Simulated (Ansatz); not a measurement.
# BGe (quartet): the correlation ladder, aug-cc-pVTZ

Aim: climb from Hartree-Fock through coupled cluster and multireference methods for BGe (quartet) at one geometry and basis, and see what each rung misses.

Method: aug-cc-pVTZ, core rule «outside noble gas», up to 15 orbitals frozen; program: Ansatz 0.2.0, Gaussian basis.

Plan: UHF; CCSD(T) on ROHF; CCSD(T) on UHF; BCCD(T) on ROHF; CCSDT(Q) on ROHF; CCSDT(Q) on UHF; CASSCF and MRCISD+Q, 7 electrons in 8 orbitals; CASSCF and NEVPT2, 7 electrons in 8 orbitals.

5 further runs of the same task are left out: 1 that didn't finish, 4 set aside as unsound or not needed.

## (1) The geometry

The geometry is a PBE0/def2-TZVPD stationary point (not a proven minimum) of the parent state, kept for this charge and spin. No spin-orbit coupling is included. The filled d shell of Ge may be among the frozen orbitals whatever the setting's name suggests; the logs give the count.

2 atoms, charge 0, spin multiplicity 4.

Atoms are counted from 1 here; the program's logs count them from 0.

Bond lengths: Ge1–B2 1.916 Å.

## (2) UHF

in.yaml reads:

```yaml
crystal:
  periodic: [false, false, false]
  atoms:
    - {symbol: Ge, position_ang: [0.000000, 0.000000, 0.000000]}
    - {symbol: B, position_ang: [0.000000, 0.000000, 1.915800]}
basis:
  gaussian: {orbitals: aug-cc-pVTZ}
magnetization: {spin_polarized: true, initial_magnetization: 3}
hamiltonian: {xc: hf}
output: {orbitals: {seedname: orbitals}}
```

The run is started by

```bash
$ ansatz run in.yaml --threads 1 --pin off --events-out ev --progress --plain --max-ram 4096MiB --backend cpu
```

Further steps of the session: CCSD(T) on ROHF; CCSD(T) on UHF; BCCD(T) on ROHF; CCSDT(Q) on ROHF; CCSDT(Q) on UHF; CASSCF and MRCISD+Q, 7 electrons in 8 orbitals; CASSCF and NEVPT2, 7 electrons in 8 orbitals.

Before running them: what should the planned runs give, taken together? Wanted: UCCSDT(Q) below the RHF energy; RMP2 from UCCSDT(Q); UMP2 from UCCSDT(Q); RCCSD from UCCSDT(Q); RCCSD(T) from UCCSDT(Q); UCCSD(T) from UCCSDT(Q); RCCSDT(Q) from UCCSDT(Q); NEVPT2 valence from UCCSDT(Q); MRCISD+Q valence from UCCSDT(Q).

As calculated:

| quantity | value |
| --- | --- |
| UCCSDT(Q) below the RHF energy | -4.5543 eV |
| RMP2 from UCCSDT(Q) | +1019.3 meV |
| UMP2 from UCCSDT(Q) | +1025.8 meV |
| RCCSD from UCCSDT(Q) | +335.6 meV |
| RCCSD(T) from UCCSDT(Q) | +75.1 meV |
| UCCSD(T) from UCCSDT(Q) | +68.5 meV |
| RCCSDT(Q) from UCCSDT(Q) | +8.1 meV |
| NEVPT2 valence from UCCSDT(Q) | +632.8 meV |
| MRCISD+Q valence from UCCSDT(Q) | +18.5 meV |
| levels within 1 kcal/mol (43 meV) | RCCSDT, UCCSDT, RCCSDT(Q), MRCISD+Q valence |
| T1 diagnostic | 0.044 |
| effectively unpaired electrons | 3.05 |

**Reading.** RCCSD(T) misses by +75.1 meV, 1.6 % of the correlation energy. The occupations are near whole numbers, but T1 = 0.044 shows that the orbitals relax strongly. Of the multireference levels listed MRCISD+Q valence comes nearest in total energy (+18.5 meV), which doesn't show that its space is the better one. These misses are within one basis, not against nature; the frozen cores of restricted and unrestricted runs differ, which can shift their rows.
